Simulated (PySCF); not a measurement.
# F(2+): excitation energies in aug-cc-pVQZ-DK

Wanted: the excitation energy of fluorine, up a ladder of methods.

Method: unrestricted determinants in a Gaussian basis, no spin-orbit coupling in the energies. Code: PySCF 2.14.0.

## Step 1: Starting point

- Element: fluorine (Z = 9)
- Basis: aug-cc-pVQZ-DK
- Hamiltonian: scalar relativity by spin-free X2C-1e
- State 1: F(2+): [He] 2s1 2p4, high-spin 4P determinant (an excited configuration)
- State 2: F(2+): [He] 2s1 2p3 3s1, high-spin 6S determinant (an excited configuration)
- Needed too, but not shown: F(2+) [He] 2s2 2p3 (4S)
- Methods: CCSD(T)
- Core shells frozen in the correlated runs: valence: 1s2 (for F(2+))

Outer shells as boxes (Hund's rule):

F2+ [He] 2s1 2p4
```
[He] core
2s [↑ ]
2p [↑↓][↑ ][↑ ]
```

F2+ [He] 2s1 2p3 3s1
```
[He] core
2s [↑ ]
2p [↑ ][↑ ][↑ ]
3s [↑ ]
```

The runs were made by one driver on top of PySCF. The scripts below sum up each run's settings (the driver also hands on starting orbitals that pick excited configurations, and frozen orbitals as a list rather than a count), and the logs come from the driver's own runs. The driver starts from symmetry-adapted Hartree-Fock orbitals, holds the occupation by maximum overlap and uses a logarithmic radial grid for functionals, so a plain start would take other cycles.

The integrals over 80 functions and the set-up took 0.28 s of CPU time.

## Step 2: F(2+) [He] 2s1 2p4, at CCSD(T) (valence)

Level: CCSD(T) (valence).

Contents of input.py:

```python
from pyscf import gto, scf, dft, mp, cc
import basis_set_exchange as bse
mol = gto.M(atom="F 0 0 0", charge=2, spin=3, symmetry="D2h",
            basis=gto.basis.parse(bse.get_basis("aug-cc-pVQZ-DK", elements=["F"], fmt="nwchem")),
            nucmod="G")
mf = scf.UHF(mol).sfx2c1e()
mf.irrep_nelec = {'Ag': (2, 1), 'B1u': (1, 0), 'B2u': (1, 1), 'B3u': (1, 0)}
mf.kernel()
mycc = cc.CCSD(mf, frozen=1).run()
mycc.ccsd_t()
```

## Step 3: F(2+) [He] 2s1 2p3 3s1, at CCSD(T) (valence)

Level: CCSD(T) (valence).

Contents of input.py:

```python
from pyscf import gto, scf, dft, mp, cc
import basis_set_exchange as bse
mol = gto.M(atom="F 0 0 0", charge=2, spin=5, symmetry="D2h",
            basis=gto.basis.parse(bse.get_basis("aug-cc-pVQZ-DK", elements=["F"], fmt="nwchem")),
            nucmod="G")
mf = scf.UHF(mol).sfx2c1e()
mf.irrep_nelec = {'Ag': (3, 1), 'B1u': (1, 0), 'B2u': (1, 0), 'B3u': (1, 0)}
mf.kernel()
mycc = cc.CCSD(mf, frozen=1).run()
mycc.ccsd_t()
```

**Question.** What will these runs give?

**Answer**, as computed:

| quantity | value |
| --- | --- |
| excitation energy, F(2+) → [He] 2s1 2p4 | UHF 18.922, CCSD(T) (valence) 18.926 eV |
| excitation energy, F(2+) → [He] 2s1 2p3 3s1 | UHF 46.207, CCSD(T) (valence) 48.425 eV |

Each level's miss (mean over 2 differences):

```
           method  mean absolute miss against CCSD(T) (valence) (eV)
              UHF                                              1.111
    MP2 (valence)                                              0.143
SCS-MP2 (valence)                                              0.167
   CCSD (valence)                                              0.020
CCSD(T) (valence)                                              0.000
```

For the first difference the methods span 0.055 eV, from UHF (18.922) to SCS-MP2 (valence) (18.977). No reference value is at hand in this session. All values hold for this basis alone; no basis-set limit was taken.
